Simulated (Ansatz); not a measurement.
# CoAu4 (R-3m) in Ansatz: a series of runs

One crystal, CoAu4, is run at these levels: PBEsol; tasks: band structure.

Everything below comes from runs of Ansatz 0.2.0. Logs are shortened: lines on timing, memory, paths and dates and some standing lists are left out, and cuts for length are marked.

## 1. Starting point

Symmetry: R-3m, No. 166, trigonal system. Conventional cell: a = 2.789 Å, b = 2.789 Å, c = 34.998 Å, α = 90.00°, β = 90.00°, γ = 120.00°. Around Au (site symmetry 3m) lie 3 Co at 2.65 Å and 9 Au at 2.79 to 2.96 Å. Au (site symmetry 3m) has 12 Au at 2.79 to 2.97 Å as nearest neighbours. Co (site symmetry -3m) is surrounded by 6 Au at 2.65 Å and 6 Co at 2.79 Å.

The cell comes from a database or a generator and needn't be the stable form of this composition.

## 2. Band structure, PBEsol, collinear spin, ferromagnetic start, 15.72 Å³/atom

input.yaml reads:

```yaml
crystal:
  lattice:
    - [1.3946630662, 0.8052090967, 11.6660546018]
    - [-1.3946630662, 0.8052090967, 11.6660546018]
    - [0.0, -1.6104181934, 11.6660546018]
  atoms:
    - { symbol: Au, position: [0.606668, 0.606668, 0.606668] }
    - { symbol: Au, position: [0.202283, 0.202283, 0.202283] }
    - { symbol: Au, position: [0.797717, 0.797717, 0.797717] }
    - { symbol: Au, position: [0.393332, 0.393332, 0.393332] }
    - { symbol: Co, position: [0.0, 0.0, 0.0], spin: 2.0 }
hamiltonian:
  xc: pbesol
  pseudopotentials: { kind: paw }
magnetization:
  spin_polarized: true
kpoints:
  mp_grid: { grid: [9, 9, 9] }
  band_path:
    path:
      - [[0.0, 0.0, 0.0], [0.5, 0.0, 0.0], [0.5, 0.169842649, -0.169842649]]
      - [[0.830157351, 0.5, 0.169842649], [0.5, 0.5, 0.5], [0.0, 0.0, 0.0], [0.3349213245, 0.0, -0.3349213245]]
      - [[0.6650786755, 0.3349213245, 0.0], [0.5, 0.5, 0.0], [0.6650786755, 0.6650786755, 0.169842649], [0.5, 0.5, 0.5]]
      - [[0.5, 0.0, 0.0], [0.830157351, 0.3349213245, 0.3349213245]]
    npoints: 14
scf:
  occupations: { method: fermi_dirac, width: 0.05 }
  n_extra_bands: 12
output:
  forces: true
  stress: true
  eigenvalues: true
  fatbands: true
  write_density: true
  write_potential: true
  elf: true
  volumetric_format: npy
```

Potentials or basis: Ansatz PAW.

Started as:

```bash
$ ansatz run input.yaml --threads 2 --pin off --max-ram 5632MiB --backend cpu --events-out ev --progress --plain --runs-dir out
```

Output:

```text
Warning: RAYON_NUM_THREADS=2 ignored (pool sized by the plan → 2); use --threads N
basis.fft_grid_basis auto: the FFT boxes are laid along the combinations [[1, -1, 0], [0, 1, 0], [0, -1, 1]] of the cell's own vectors, 2.789, 11.777 and 2.789 Å long. The dense box has 20×80×20 points. Along the cell's own vectors, as sized, it would have 80×80×80, 16.00 times as many. Of the 12 symmetry operations that the crystal satisfies within crystal.symmetry.tolerance (time reversal apart; of a slab, those that keep its plane) the dense box along the cell's own vectors carries 12, and the one as laid loses 8 of those. basis.fft_grid_basis: typed keeps the cell's own vectors: state it where this run's energies or levels are differenced outside the engine with another run's, or held beside a run that keeps those vectors. Those combinations have planes normal to reciprocal vector 3, as the cell's own vectors have. Each planar average written beside output.write_density, output.write_potential has a row for each plane of the box: 20. The volumetric files lie along those combinations, not along the cell's own vectors: a cube or XSF file states them, and fields.json those of NumPy files.
scf.n_extra_bands = 12 over 47 filled bands (N_el = 93.0): the run solves 59 bands
Engine: ansatz 0.2.0, aarch64-unknown-linux-gnu
Pseudopotentials: kind: paw
Pseudopotential: Au, paw, valence charge 19, recommended cutoff 420 eV (normal), Au.paw.azcp
Pseudopotential: Co, paw, valence charge 17, recommended cutoff 420 eV (normal), Co.paw.azcp
Functional definition: PBEsol
  exchange = pbesol_x
  correlation = pbesol_c
Crystal: 5 atoms, lattice volume = 78.606 Å³
Basis set: ecut = 420 eV, 1575 PW (Γ), FFT grids on a1−a2, a2, −a2+a3, exchange–correlation on 40×160×40 points (8 copies of the dense FFT grid, shifted against one another)
Bands: 59, of which v1, the nominal top of the filled ones, is band 47 counted from 1 (46 counted from 0)
Symmetry: 12 space group operations
Space group: R-3m (ITA 166), of the structure as read, at distance tolerance 4.3e-5 Å
Magnetic group: BNS 166.97 (UNI 1327), of the structure as read, at distance tolerance 4.3e-5 Å
k-points: 85 of 729
Non-local potential: Au, projectors of the file, l = 0: 3, l = 1: 2, l = 2: 2, l = 3: 1
Non-local potential: Co, projectors of the file, l = 0: 3, l = 1: 2, l = 2: 3, l = 3: 1
PAW form: soft (Blöchl's): semilocal exchange-correlation on the pseudo side does not see the compensation charge
PAW frozen core: Au, regenerated for the run's functional, and the local potential with it (the file was generated under x = pbe(κ = 0.804, μ = 0.2195149727645171), c = pbe(β = 0.06672455060314922))
PAW frozen core: Co, regenerated for the run's functional, and the local potential with it (the file was generated under x = pbe(κ = 0.804, μ = 0.2195149727645171), c = pbe(β = 0.06672455060314922))
PAW one-centre angular grid: Au, 590 points (default); XC on 64 Gauss nodes
PAW one-centre angular grid: Co, 590 points (default); XC on 64 Gauss nodes
[... 33 lines left out ...]
E sigma→0 (E₀):  -57120.686126 eV
Entropy (-TS):   -0.028765 eV (-5.753 meV/atom)
Fermi energy:    20.388951 eV
--- Per-component energies (eV) ---
  E_band       = -1067.338777
  E_kinetic    = 2870.634058
  E_local      = -9920.871728  (includes V_loc(G=0)·N_el)
  E_nonlocal   = 769.830515
  E_hartree    = 4229.802585
  E_xc         = -1064.193212
  E_vxc        = -1303.110318  (∫ρ·V_xc dr)
  E_paw        = -39746.787066  (= ΣΔE_a)
  E_vpaw       = -1943.435231  (= ΣTr[D̂ρ^β])
  E_aug_tail   = 0.005543  (compensation charges beyond the density's cutoff)
  E_ewald      = -14260.518774
  E_core_change = 1.426336  (= ΣΔE_core)
  E_smearing   = -0.028765  (= −TS)
  E_closure    = 0.000000  (closes the sum)
  Σ components = -57120.700508   (vs F -57120.700508, Δ=0.00e0)
--- Forces (eV/Å), atoms counted from 1 ---
  atom   1  Au     0.00000000    -0.00000000    -0.09381169
  atom   2  Au    -0.00000000     0.00000000    -0.00440309
  atom   3  Au     0.00000000    -0.00000000     0.00440309
  atom   4  Au     0.00000000     0.00000000     0.09381169
  atom   5  Co     0.00000000     0.00000000     0.00000000
  max |Σ_I F_I| component: 5.78e-19 eV/Å
--- Stress (GPa, compression-positive) ---
        4.701602       0.000000       0.000000
        0.000000       4.701602      -0.000000
        0.000000      -0.000000      -0.760914
  P = ⅓ Tr σ = 2.8808 GPa (28.808 kbar)
--- Band table (eV; the first three rows and the last of 170) ---
  k-point 0 ↑: bands = ["-85.3971", "-85.3971", "-85.0414", "-85.0376", "-75.3475", "-38.8905", "-38.6599", "-38.6599", "-36.8205", "-36.8137", "-36.6721", "-36.6721", "-36.6719", "-36.6719", "-36.4671", "-36.3833", "-36.3404", "-36.3404", "-36.3306", "-36.3306", "10.3600", "11.2594", "11.7099", "12.5608", "13.7459", "15.0626", "15.1780", "15.5119", "15.5119", "15.5910", "15.5910", "15.8643", "15.8643", "15.9126", "15.9126", "16.9297", "16.9297", "17.1357", "17.2915", "17.2915", "17.5822", "17.5822", "17.8553", "17.9904", "18.2068", "18.2068", "18.3534", "18.3534", "18.8518", "18.8518", "25.0783", "26.4167", "32.9307", "32.9965", "35.2088", "35.4011", "36.0313", "36.1434", "38.9163"]
  k-point 1 ↑: bands = ["-85.3955", "-85.3955", "-85.0397", "-85.0361", "-75.3466", "-38.8891", "-38.6682", "-38.6619", "-36.8161", "-36.8104", "-36.7018", "-36.7016", "-36.6795", "-36.6792", "-36.4622", "-36.3852", "-36.3670", "-36.3597", "-36.3483", "-36.3376", "10.7776", "11.6649", "12.1120", "12.9438", "13.9412", "14.9840", "15.1365", "15.3502", "15.4341", "15.7204", "15.7648", "15.7805", "15.8728", "16.1390", "16.1593", "16.3797", "16.5149", "16.9115", "17.0043", "17.0872", "17.2397", "17.6616", "17.7698", "17.9021", "18.1209", "18.3475", "18.4431", "18.8937", "19.5926", "19.6191", "25.2961", "26.6615", "33.1317", "33.5449", "35.1082", "35.5938", "35.8237", "36.4036", "36.8387"]
  k-point 2 ↑: bands = ["-85.3915", "-85.3915", "-85.0354", "-85.0324", "-75.3443", "-38.8859", "-38.6891", "-38.6672", "-36.8053", "-36.8023", "-36.7767", "-36.7756", "-36.6983", "-36.6979", "-36.4570", "-36.4458", "-36.4256", "-36.3782", "-36.3680", "-36.3553", "11.8874", "12.6081", "13.0186", "13.7057", "14.2349", "14.6871", "15.0249", "15.1002", "15.1902", "15.4248", "15.6141", "15.6641", "16.1675", "16.3932", "16.5294", "16.6584", "16.7294", "16.7373", "16.9382", "17.0862", "17.2369", "17.6195", "17.8990", "18.0096", "18.0704", "18.5265", "18.6719", "18.9485", "20.5840", "21.2530", "25.8447", "27.5783", "31.2696", "32.3248", "33.4907", "33.8321", "34.4397", "35.0599", "35.1991"]
  k-point 84 ↓: bands = ["-85.3684", "-85.3684", "-85.0390", "-85.0354", "-73.1732", "-36.8509", "-36.7782", "-36.6812", "-36.6762", "-36.6558", "-36.6510", "-36.6288", "-36.5596", "-36.5536", "-36.4586", "-36.3829", "-36.3664", "-36.3594", "-36.3480", "-36.3373", "11.0170", "11.1573", "12.4914", "12.8901", "14.0641", "15.1374", "15.3263", "15.3992", "15.4524", "15.5571", "15.7816", "15.7899", "15.8389", "15.8978", "16.1286", "16.1746", "16.7045", "17.0192", "17.1590", "17.2635", "17.6230", "17.6518", "18.0253", "18.1958", "19.2524", "19.7493", "20.0705", "20.0963", "20.7247", "21.4506", "23.7179", "29.4239", "30.3465", "34.9657", "35.2297", "35.5044", "36.2158", "36.5329", "37.0729"]
```

Wall time 65 s (2 threads of Arm Neoverse V2, shared host); peak memory 0.76 GiB.

What came out:

| Item | Value |
| --- | --- |
| Free energy | -57120.7005 eV |
| Pressure | 2.9 GPa |
| Largest force | 0.094 eV/Å |
| Band gap on the k mesh | none (metal or under the smearing width) |
| Net moment | 1.87 μB per cell |
| Absolute moment | 2.08 μB per cell |
| Site moments | Au +0.04, -0.00; Co +1.87 μB |

Caveat: spin-orbit coupling is left out, which moves the levels of the heavy elements; the PAW data sets come from PBE, with cores solved anew for the run's functional, which leaves a small shift of forces and pressure.

## 3. Band structure, PBEsol, collinear spin, ferromagnetic start, 16.38 Å³/atom

input.yaml reads:

```yaml
crystal:
  lattice:
    - [1.4237185468, 0.8219842862, 11.6660546018]
    - [-1.4237185468, 0.8219842862, 11.6660546018]
    - [0.0, -1.6439685725, 11.6660546018]
  atoms:
    - { symbol: Au, position: [0.606668, 0.606668, 0.606668] }
    - { symbol: Au, position: [0.202283, 0.202283, 0.202283] }
    - { symbol: Au, position: [0.797717, 0.797717, 0.797717] }
    - { symbol: Au, position: [0.393332, 0.393332, 0.393332] }
    - { symbol: Co, position: [0.0, 0.0, 0.0], spin: 2.0 }
hamiltonian:
  xc: pbesol
  pseudopotentials: { kind: paw }
magnetization:
  spin_polarized: true
kpoints:
  mp_grid: { grid: [9, 9, 9] }
  band_path:
    path:
      - [[0.0, 0.0, 0.0], [0.5, 0.0, 0.0], [0.5, 0.1699763601, -0.1699763601]]
      - [[0.8300236399, 0.5, 0.1699763601], [0.5, 0.5, 0.5], [0.0, 0.0, 0.0], [0.33498818, 0.0, -0.33498818]]
      - [[0.66501182, 0.33498818, 0.0], [0.5, 0.5, 0.0], [0.66501182, 0.66501182, 0.1699763601], [0.5, 0.5, 0.5]]
      - [[0.5, 0.0, 0.0], [0.8300236399, 0.33498818, 0.33498818]]
    npoints: 14
scf:
  occupations: { method: fermi_dirac, width: 0.05 }
  n_extra_bands: 12
output:
  forces: true
  stress: true
  eigenvalues: true
  fatbands: false
```

Potentials or basis: Ansatz PAW.

Started as:

```bash
$ ansatz run input.yaml --threads 2 --pin off --max-ram 5632MiB --backend cpu --events-out ev --progress --plain --runs-dir out
```

Run time: 51 s. Hardware: 2 threads of Arm Neoverse V2, shared host; peak memory 0.77 GiB.

Results (log left out):

```yaml
Free_energy: -57120.7012 eV
Pressure: -4.6 GPa
Largest_force: 0.054 eV/Å
Band_gap_on_the_k_mesh: none (metal or under the smearing width)
Net_moment: 1.87 μB per cell
Absolute_moment: 2.12 μB per cell
Site_moments: Au +0.03, -0.00; Co +1.90 μB
```

Caveat: spin-orbit coupling is left out, which moves the levels of the heavy elements; the PAW data sets come from PBE, with cores solved anew for the run's functional, which leaves a small shift of forces and pressure.
